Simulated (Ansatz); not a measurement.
# RuH+ (triplet): the correlation ladder, def2-TZVPP

An exercise on one series of results from a longer session: the logs are not shown, and one member is left open.

The runs use Ansatz 0.2.0, Gaussian basis; def2-TZVPP, core rule «outside noble gas», up to 4 orbitals frozen.

The runs, in order: UHF; ROHF; CCSD(T) on UHF.

## What is computed

The geometry is a PBE0/def2-TZVP stationary point (not a proven minimum) of the parent state, kept for this charge and spin. No spin-orbit coupling is included. Elements past krypton take def2 core potentials.

2 atoms, charge 1, spin multiplicity 3.

Atoms are counted from 1 here; the program's logs count them from 0.

Bond lengths: Ru1–H2 1.589 Å.

The first run:

Input file in.yaml:

```yaml
crystal:
  periodic: [false, false, false]
  atoms:
    - {symbol: Ru, position_ang: [0.000000, 0.000000, 0.000000]}
    - {symbol: H, position_ang: [0.000000, 0.000000, 1.589200]}
basis:
  gaussian: {orbitals: def2-TZVPP}
total_charge: 1
magnetization: {spin_polarized: true, initial_magnetization: 2}
hamiltonian: {xc: hf}
output: {orbitals: {seedname: orbitals}}
```

On the command line:

```console
$ ansatz run in.yaml --threads 1 --pin off --events-out ev --progress --plain --max-ram 2816MiB --backend cpu
```

Among the steps run: UHF; ROHF; CCSD(T) on UHF.

One of the session's tables, all rows but one given; the rest of the session is left out.

| method | from UCCSD(T) (kJ/mol) |
| --- | --- |
| ROHF | +608.7 |
| UHF | +563.8 |
| UMP2 | ? |
| UCCSD | +22.2 |
| UCCSD(T) | 0 |

Q: Estimate the row for UMP2 from the others.

**Answer.** from UCCSD(T) (kJ/mol): +68.9. In the column «from UCCSD(T) (kJ/mol)» it lies between UCCSD (+22.2) and UHF (+563.8).
